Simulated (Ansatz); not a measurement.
# GeH10Si3: the cost of one run

The runs use Ansatz 0.2.0, Gaussian basis; the settings change from run to run.

### Step 1. The molecule

The geometry comes from an earlier relaxation with PBE0-D4 in a triple-zeta def2 set; it is a stationary point, not always the lowest conformer.

SMILES `[SiH3][SiH2][GeH2][SiH3]`, 14 atoms, charge 0, spin multiplicity 1.

Atoms are counted from 1 here; the program's logs count them from 0.

Bond lengths: Si1–Si2 2.337 Å, Si1–H5 1.488 Å, Si1–H6 1.488 Å, Si1–H7 1.488 Å, Si2–Ge3 2.381 Å, Si2–H8 1.489 Å, Si2–H9 1.490 Å, Ge3–Si4 2.379 Å, Ge3–H10 1.541 Å, Ge3–H11 1.541 Å, Si4–H12 1.487 Å, Si4–H13 1.487 Å, Si4–H14 1.487 Å. Angles: Si2–Si1–H5 109.5°, Si2–Si1–H6 111.6°, Si2–Si1–H7 109.7°, H5–Si1–H6 108.7°, H5–Si1–H7 108.5°, H6–Si1–H7 108.8°, Si1–Si2–Ge3 109.5°, Si1–Si2–H8 110.2°, Si1–Si2–H9 109.6°, Ge3–Si2–H8 110.3°, Ge3–Si2–H9 109.0°, H8–Si2–H9 108.2°, Si2–Ge3–Si4 110.3°, Si2–Ge3–H10 110.4°, Si2–Ge3–H11 109.1°, Si4–Ge3–H10 110.0°, Si4–Ge3–H11 109.3°, H10–Ge3–H11 107.7° and more.

### Step 2. LC-wPBE/def2-TZVP

This run has multiplicity 3, a grid of angular degree 11, a point charge of -1.00 e beside it, the search for lower states set to light.

Input file in.yaml:

```yaml
crystal:
  periodic: [false, false, false]
  atoms:
    - {symbol: Si, position_ang: [-1.713926, 0.688289, 1.523061]}
    - {symbol: Si, position_ang: [-0.245064, -1.100106, 1.198933]}
    - {symbol: Ge, position_ang: [1.554210, -0.407460, -0.198972]}
    - {symbol: Si, position_ang: [0.721848, 0.424563, -2.266719]}
    - {symbol: H, position_ang: [-2.273908, 1.115168, 0.212299]}
    - {symbol: H, position_ang: [-2.837406, 0.317010, 2.424587]}
    - {symbol: H, position_ang: [-0.981163, 1.837566, 2.119537]}
    - {symbol: H, position_ang: [0.274091, -1.582675, 2.508965]}
    - {symbol: H, position_ang: [-0.964963, -2.225354, 0.539663]}
    - {symbol: H, position_ang: [2.519870, -1.580724, -0.453629]}
    - {symbol: H, position_ang: [2.347444, 0.703957, 0.515562]}
    - {symbol: H, position_ang: [-0.101950, -0.618805, -2.932973]}
    - {symbol: H, position_ang: [1.832862, 0.812842, -3.175247]}
    - {symbol: H, position_ang: [-0.131936, 1.615719, -2.015057]}
basis:
  gaussian: {orbitals: def2-TZVP, final_grid: {core_spheres: 5, valence_spheres: 4, degree: 11}, point_charges: [{charge: -1.00, position_ang: [6.329, 0.199, -0.677]}]}
magnetization: {spin_polarized: true, initial_magnetization: 2}
hamiltonian: {xc: {name: LC-wPBE}}
scf: {lower_state_search: light}
output: {forces: true}
```

Started as:

```bash
$ ansatz run in.yaml --threads 4 --pin off --events-out ev --progress --plain --max-ram 11315MiB
```

Q: Estimate wall time and peak memory on 4 threads of Arm Neoverse V2, shared host.

About 17 s, with a peak of 1.1 GiB.
